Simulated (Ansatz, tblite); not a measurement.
# GaH2(CH2SiH3) (CH7GaSi): a ladder of methods and basis sets

One table from this session's results is given with a row withheld; the runs are named, their logs left out.

Computed with Ansatz 0.2.0, Gaussian basis. Level: as each input shows.

The runs, in order: GFN1-xTB, GFN2-xTB, PBE-D4/def2-TZVP, r2SCAN-D4/def2-TZVP, revPBE-D4/def2-TZVP, HF/def2-TZVP, LDA/def2-TZVP, PBE-QIDH/def2-TZVP, BHLYP-D4/def2-TZVP, LC-ωPBE/def2-TZVP, HSE06-D4/def2-TZVP, PBE-D4/def2-SVP, PBE0-D4/def2-SVP, HF/STO-3G, HF/6-31G, B3LYP-D4/6-31G, CCSD(T)/def2-TZVPP, MP2/def2-TZVP, RPA/def2-TZVP.

### The structure

The singlet was relaxed beforehand with PBE0-D4/def2-SVP.

10 atoms, charge 0, spin multiplicity 1.

Bond lengths: Ga1–H2 1.572 Å, Ga1–H3 1.572 Å, Ga1–C4 1.969 Å, C4–Si5 1.878 Å, C4–H6 1.103 Å, C4–H7 1.103 Å, Si5–H8 1.498 Å, Si5–H9 1.498 Å, Si5–H10 1.497 Å. Angles: H2–Ga1–H3 120.7°, H2–Ga1–C4 119.7°, H3–Ga1–C4 119.6°, Ga1–C4–Si5 112.8°, Ga1–C4–H6 109.6°, Ga1–C4–H7 109.6°, Si5–C4–H6 108.0°, Si5–C4–H7 108.0°, H6–C4–H7 108.7°, C4–Si5–H8 110.5°, C4–Si5–H9 110.4°, C4–Si5–H10 112.4°, H8–Si5–H9 107.5°, H8–Si5–H10 107.9°, H9–Si5–H10 108.0°.

PBE0-D4/def2-TZVP was run before; its log isn't repeated, and its numbers join the tables.

The first run:

Tight binding, by tblite at 300 K electronic temperature and without a spin-polarisation term:

```python
tblite.interface.Calculator('GFN1-xTB', numbers, positions, charge=0, uhf=0).singlepoint()
```

Tight binding, by tblite at 300 K electronic temperature and without a spin-polarisation term:

```python
tblite.interface.Calculator('GFN2-xTB', numbers, positions, charge=0, uhf=0).singlepoint()
```

start.molden holds the orbitals of an earlier run on this state, given as this run's starting guess.

Contents of in.yaml:

```yaml
crystal:
  periodic: [false, false, false]
  atoms:
    - {symbol: Ga, position_ang: [0.859538, 1.437849, -0.674028]}
    - {symbol: H, position_ang: [2.428922, 1.433125, -0.585375]}
    - {symbol: H, position_ang: [0.060677, 2.791646, -0.670399]}
    - {symbol: C, position_ang: [-0.117967, -0.269343, -0.752645]}
    - {symbol: Si, position_ang: [-0.577442, -0.924941, 0.946520]}
    - {symbol: H, position_ang: [-1.048959, -0.135487, -1.328734]}
    - {symbol: H, position_ang: [0.503605, -1.029165, -1.255301]}
    - {symbol: H, position_ang: [0.652045, -1.140009, 1.774699]}
    - {symbol: H, position_ang: [-1.442272, 0.060375, 1.670934]}
    - {symbol: H, position_ang: [-1.318168, -2.224059, 0.874339]}
basis:
  gaussian: {orbitals: def2-TZVP, initial_orbitals: start.molden}
hamiltonian: {xc: pbe, dispersion: d4}
scf: {omitted_lower_state_checks: [starts]}
output: {orbitals: {seedname: orbitals}}
```

Command:

```sh
$ ansatz run in.yaml --threads 4 --pin off --events-out ev --progress --plain --max-ram 3916MiB
```

Steps of the session up to this table: PBE-D4/def2-TZVP; r2SCAN-D4/def2-TZVP; revPBE-D4/def2-TZVP; HF/def2-TZVP; LDA/def2-TZVP; PBE-QIDH/def2-TZVP; BHLYP-D4/def2-TZVP; LC-ωPBE/def2-TZVP; HSE06-D4/def2-TZVP; PBE-D4/def2-SVP; PBE0-D4/def2-SVP; HF/STO-3G; HF/6-31G; B3LYP-D4/6-31G; CCSD(T)/def2-TZVPP; MP2/def2-TZVP; RPA/def2-TZVP.

One of the session's tables, all rows but one given; the rest of the session is left out.

| method | binding an atom (eV) |
| --- | --- |
| HF/6-31G | 2.182 |
| HF/def2-TZVP | 2.359 |
| HF/def2-TZVPP | 2.363 |
| LDA/def2-TZVP | 3.419 |
| PBE-D4/def2-SVP | 3.064 |
| PBE-D4/def2-TZVP | 3.062 |
| revPBE-D4/def2-TZVP | 3.018 |
| r2SCAN-D4/def2-TZVP | 3.092 |
| B3LYP-D4/6-31G | 2.988 |
| PBE0-D4/def2-SVP | 3.065 |
| PBE0-D4/def2-TZVP | 3.061 |
| HSE06-D4/def2-TZVP | 3.062 |
| BHLYP-D4/def2-TZVP | 3.049 |
| LC-ωPBE/def2-TZVP | 3.071 |
| MP2/def2-TZVP | 2.969 |
| CCSD/def2-TZVPP | ? |
| CCSD(T)/def2-TZVPP | 3.049 |

**Question.** Estimate the row for CCSD/def2-TZVPP.

**Answer.** binding an atom (eV): 3.022. In the column «binding an atom (eV)» it lies between revPBE-D4/def2-TZVP (3.018) and BHLYP-D4/def2-TZVP (3.049).

Among the levels timed on like hardware and quicker than the yardstick, those that no quicker one beats, quickest first: HF/6-31G (0.3 s, -0.866 eV); PBE-D4/def2-SVP (0.7 s, +0.016 eV); PBE-D4/def2-TZVP (1.2 s, +0.014 eV); PBE0-D4/def2-TZVP (1.6 s, +0.012 eV); BHLYP-D4/def2-TZVP (1.6 s, +0.001 eV).

To keep in mind: Free atoms were run apart at each level; binding is atoms less cluster, divided by the number of atoms, without zero-point or spin-orbit terms. CCSD(T)/def2-TZVPP isn't at the basis-set limit; small misses against it rank nothing.
